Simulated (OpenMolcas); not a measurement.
# Ni⁴⁺ among point charges: CASSCF and CASPT2 levels and susceptibility

How does a field of 4 point charges split the states of Ni⁴⁺, and what χT follows?

The numbers are computed with OpenMolcas 26.06 (state-averaged CASSCF and CASPT2, spin-orbit coupling by RASSI with atomic mean-field integrals), except any that are marked as measured or tabulated.

### 1 The atom as given

* Species: Ni⁴⁺ (nickel, Z = 28, 24 electrons)
* Basis: ANO-RCC-VDZP [5s4p2d1f], 34 functions
* Scalar Hamiltonian: DKH2, point nucleus
* Inactive shells: 1s 2s 2p 3s 3p
* Active space: 6 electrons in 5 orbitals (3d)
* Some configurations of this space: 3d⁶
* Orbitals: optimised for each spin and parity, averaged over all roots

The outer shells:

3d6
```
3d [↑↓][↑ ][↑ ][↑ ][↑ ]
```

The ion sits among 4 point charges of -1.5 e arranged as a tetrahedron (Td), 2.2 Å from the ion.

Each step is its own input file, run in one work folder so that later steps find the files of earlier ones. Labels, J, g values, rates, χT and fits are worked out afterwards by a script from the matrices that RASSI stores.

### 2 Basis and integrals

a.inp

```
&GATEWAY
Coord
1

Ni 0.0 0.0 0.0
Basis=ANO-RCC-VDZP
Group=NoSym
NoMove
AngMom=0.0 0.0 0.0
AMFI
XField
4 Angstrom 0
1.270171 1.270171 1.270171 -1.500000
1.270171 -1.270171 -1.270171 -1.500000
-1.270171 1.270171 -1.270171 -1.500000
-1.270171 -1.270171 1.270171 -1.500000
&SEWARD
```

Launch:

```
$ OMP_NUM_THREADS=1 MOLCAS_MEM=1689 MOLCAS_PROJECT=a pymolcas a.inp > a.log
```

### 3 CASSCF: quintets, 5 roots

a.inp

```
&RASSCF
FileOrb=start.orb
Symmetry=1
Spin=5
nActEl=6 0 0
Inactive=9
Ras2=5
CIRoot=5 5 1
SDav=5
CIMx=300
Iter=120 100
PrWF=0.3
OrbListing=Nothing
MaxOrb=0
>>> COPY $Project.JobIph JOB001
```

start.orb holds the contracted functions of the basis, ordered by shell, or the orbitals of the step before.

### 4 CASSCF: triplets, 45 roots

a.inp

```
&RASSCF
FileOrb=start.orb
Symmetry=1
Spin=3
nActEl=6 0 0
Inactive=9
Ras2=5
CIRoot=45 45 1
SDav=45
CIMx=300
Iter=120 100
PrWF=0.3
OrbListing=Nothing
MaxOrb=0
>>> COPY $Project.JobIph JOB002
```

### 5 Reference wave functions, singlets, 50 roots

a.inp

```
&RASSCF
FileOrb=start.orb
Symmetry=1
Spin=1
nActEl=6 0 0
Inactive=9
Ras2=5
CIRoot=50 50 1
SDav=50
CIMx=300
Iter=120 100
PrWF=0.3
OrbListing=Nothing
MaxOrb=0
>>> COPY $Project.JobIph JOB003
```

### 6 State interaction with spin-orbit coupling

a.inp

```
&RASSI
NrOfJobIphs=3 5 45 50
1 2 3 4 5
1 2 3 4 5 6 7 8 9 10 11 12 13 14 15 16 17 18 19 20 21 22 23 24 25 26 27
28 29 30 31 32 33 34 35 36 37 38 39 40 41 42 43 44 45
1 2 3 4 5 6 7 8 9 10 11 12 13 14 15 16 17 18 19 20 21 22 23 24 25 26 27
28 29 30 31 32 33 34 35 36 37 38 39 40 41 42 43 44 45 46 47 48 49 50
IphNames
JOB001
JOB002
JOB003
EJob
SpinOrbit
DIPRint=1.0
SOCoupling=1000.0
Subsets=2
Property=9
'ANGMOM' 1 'ANGMOM' 2 'ANGMOM' 3 'MLTPL  1' 1 'MLTPL  1' 2 'MLTPL  1' 3
'AMFI' 1 'AMFI' 2 'AMFI' 3
SOProperty=3
'ANGMOM' 1 'ANGMOM' 2 'ANGMOM' 3
```

### 7 CASPT2: IPEA 0.25, imaginary shift 0.1 (closed shells correlated: 3s 3p)

a.inp

```
>>> COPY JOB001 $Project.JobIph
&CASPT2
Multistate=5 1 2 3 4 5
NoMult
Frozen=5
IPEA=0.25
Imaginary=0.1
MaxIter=60
WThr=0.0 0.3 0.05
PrWF=0.5
NoMix
>>> COPY JOB002 $Project.JobIph
&CASPT2
Multistate=45 1 2 3 4 5 6 7 8 9 10 11 12 13 14 15 16 17 18 19 20 21 22
23 24 25 26 27 28 29 30 31 32 33 34 35 36 37 38 39 40 41 42 43 44 45
NoMult
Frozen=5
IPEA=0.25
Imaginary=0.1
MaxIter=60
WThr=0.0 0.3 0.05
PrWF=0.5
NoMix
>>> COPY JOB003 $Project.JobIph
&CASPT2
Multistate=50 1 2 3 4 5 6 7 8 9 10 11 12 13 14 15 16 17 18 19 20 21 22
23 24 25 26 27 28 29 30 31 32 33 34 35 36 37 38 39 40 41 42 43 44 45 46
47 48 49 50
NoMult
Frozen=5
IPEA=0.25
Imaginary=0.1
MaxIter=60
WThr=0.0 0.3 0.05
PrWF=0.5
NoMix
```

(Steps that only read results are left out.)

What does the calculation give? Wanted: spin-free ground state; first state of the same spin within the active space; lowest level; next level.

As calculated:

| quantity | value |
| --- | --- |
| method | SS-CASPT2, IPEA 0.25, imaginary shift 0.1 (closed shells correlated: 3s 3p) |
| spin-free ground state | 5E, 2-fold in its orbital part |
| first state of the same spin within the active space | 5T2 at 538 cm⁻¹ |
| lowest level | 1-fold A1 |
| next level | 40.5 cm⁻¹ |
| χT at 300 K | 5.48 cm³ K/mol |
| effective moment at 300 K | 6.62 μB |

Cost by method:

```
                                              method  time of its own steps  time with the reference
                                           A. CASSCF                   20 s                     20 s
B. SS-CASPT2, IPEA 0.25, imaginary shift 0.1, +3s 3p                  6.4 s                     26 s
```

Times are of one thread on a shared host.

**Reading.** The spin-free ground state (5E) comes to 100 % from free-ion D terms and keeps the highest spin of the shell. χT at 300 K is 5.48, against 3.01 cm³ K/mol for the spin alone, so orbital moment adds to it. An active space of the d shell alone favours high spin; real ions in strong fields can be low spin. CASPT2 does not keep the components of a term degenerate, and the means are used. An orbital doublet at a regular site is open to a Jahn-Teller distortion, which this geometry leaves out. The field of point charges can differ much from that of real complexes. Point charges carry no covalency, so the field is a model and not that of real ligands.
